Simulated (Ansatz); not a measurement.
# NiO: the cost of one run

Computed with Ansatz 0.2.0 (DFT PBE+U, scalar-relativistic, plane waves, PAW, unless a step's input says otherwise).

## 1. The system as given

The structure is cubic, space group Fm-3m (No. 225). Conventional cell: a = 4.177 Å, b = 4.177 Å, c = 4.177 Å, α = 90.00°, β = 90.00°, γ = 90.00°. Ni (site symmetry m-3m) is surrounded by 6 O at 2.09 Å. O (site symmetry m-3m) is surrounded by 6 Ni at 2.09 Å.

As a file:

```
Ni O
1.0
     2.08850    2.08850    4.17700
     4.17700    2.08850    2.08850
     2.08850    4.17700    2.08850
Ni O
2 2
Direct
  0.00000 0.00000 0.00000
  0.50000 0.50000 0.50000
  0.25000 0.25000 0.25000
  0.75000 0.75000 0.75000
```

## 2. Relaxing cell and atoms: NiO, moments +−

The input, input.yaml:

```yaml
crystal:
  lattice:
    - [2.0885, 2.0885, 4.177]
    - [4.177, 2.0885, 2.0885]
    - [2.0885, 4.177, 2.0885]
  atoms:
    - { symbol: Ni, position: [0.0, 0.0, 0.0], spin: 2.0 }
    - { symbol: Ni, position: [0.5, 0.5, 0.5], spin: -2.0 }
    - { symbol: O, position: [0.25, 0.25, 0.25] }
    - { symbol: O, position: [0.75, 0.75, 0.75] }
magnetization:
  spin_polarized: true
scf:
  occupations: { method: fixed }
output:
  forces: true
  stress: true
  populations: true
  write_density: true
  write_potential: true
  elf: true
  volumetric_format: npy
hamiltonian:
  hubbard: { sites: [{ species: Ni, l: d, u_eff: 6.0 }] }
  xc: pbe
relax:
  f_tol: 0.003
  cell: { stress_tol: 0.02 }
kpoints:
  mp_grid: { grid: [6, 6, 6] }
```

The run is started by

```sh
$ ansatz run input.yaml --threads 4 --pin off --max-ram 8192MiB --backend cpu --events-out ev --progress --plain --runs-dir out
```

Q: Estimate wall time and peak memory on 4 threads of Intel Xeon 6975P-C (Granite Rapids), shared host.

About 6.7 s, with a peak of 0.45 GiB.
